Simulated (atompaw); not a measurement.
**A PAW (atompaw) potential for Tm, from input to tests**

Aim: build the potential from the settings below, then test how well it stands in for the atom: scattering, ghost states and the plane-wave cutoff that it needs.

Program: atompaw 4.2.0.5. Reference atom: LDA (PW92), scalar-relativistic, spherical and spin-unpolarised. All values are calculated.

**1. The design**

Typed settings, in words:

```json
{"element": "thulium (Tm, Z = 69)", "type": "PAW", "frozen core": "[Kr] 4d10 5s2", "valence charge": "21", "reference configuration": "4f13 5p6 5d0 6s2 6p0", "partial waves": "6s (bound): rc 2.75 bohr; 6s channel at 3.9 Ry: rc 2.75 bohr; 5p (bound): rc 2.15 bohr; 6p (bound, empty): rc 2.75 bohr; 5d (bound, empty): rc 2.20 bohr; 5d channel at 0.65 Ry: rc 2.75 bohr; 4f (bound): rc 0.65 bohr; 4f channel at 0.1 Ry: rc 0.65 bohr", "local potential": "troulliermartins scheme with l = 4 at 0 Ry, radius 2.70 bohr", "core correction": "smooth core density matched at 1.85 bohr", "augmentation charge": "sinc compensation charge, radius 2.45 bohr; PAW radius 2.75 bohr; waves and projectors: custom rrkj gramschmidtortho"}
```

The outer shells as boxes (Hund's rule for the drawing; the calculation is spin-unpolarised):

```
[Kr] core
4d [↑↓][↑↓][↑↓][↑↓][↑↓]
5s [↑↓]
4f [↑↓][↑↓][↑↓][↑↓][↑↓][↑↓][↑ ]
5p [↑↓][↑↓][↑↓]
5d [  ][  ][  ][  ][  ]
6s [↑↓]
6p [  ][  ][  ]
```

**2. Generation**

The input, Tm.input:

```
Tm 69
LDA-PW scalarrelativistic loggrid 2001 logderivrange -4 5 226
6 6 5 4 0 0
6 1 0
5 2 0
4 3 13
0 0 0
c
c
c
c
c
v
c
c
c
v
v
c
c
v
v
3
2.75 2.45 2.70 1.85
y
3.9
n
n
y
0.65
n
y
0.1
n
custom rrkj gramschmidtortho sinc
4 0 troulliermartins
2.75
2.75
2.15
2.75
2.20
2.75
0.65
0.65
PWSCFOUT
UPFDX 0.0125d0 UPFXMIN -7.d0 UPFZMESH 69.d0
END
```

On the command line:

```console
atompaw < Tm.input > Tm.log
```

Q: Predict the outcome of this session. Wanted: cutoffs for 10 and 1 mRy, occupied levels; bound ghosts; largest phase difference near zero energy, channels read; lowest eigenvalue of the overlap; share of valence orbitals outside the PAW sphere; UPF file.

As calculated:

| quantity | value |
| --- | --- |
| cutoffs for 10 and 1 mRy, occupied levels | over 300 Ry and over 300 Ry |
| bound ghosts | s at -19.90 eV |
| largest phase difference near zero energy, channels read | 0.006 rad |
| lowest eigenvalue of the overlap (Bessel basis) | 0.061 (p) |
| share of valence orbitals outside the PAW sphere | 6s 80 %, 5p 3 %, 6p 95 %, 5d 59 %, 4f 1 % |
| UPF file | written |

What this shows: It has a bound ghost (s), a state that the atom doesn't have, and that rules the file out. By its cutoff, over 300 Ry for the looser tolerance, it is very hard. The slowest occupied level is 4f: taken alone it needs over 300 Ry to come within 1 mRy, against 18 Ry for 5p. Near zero energy the phases of the channels with partial waves agree within 0.006 rad. All of this concerns the isolated atom, not yet a solid.
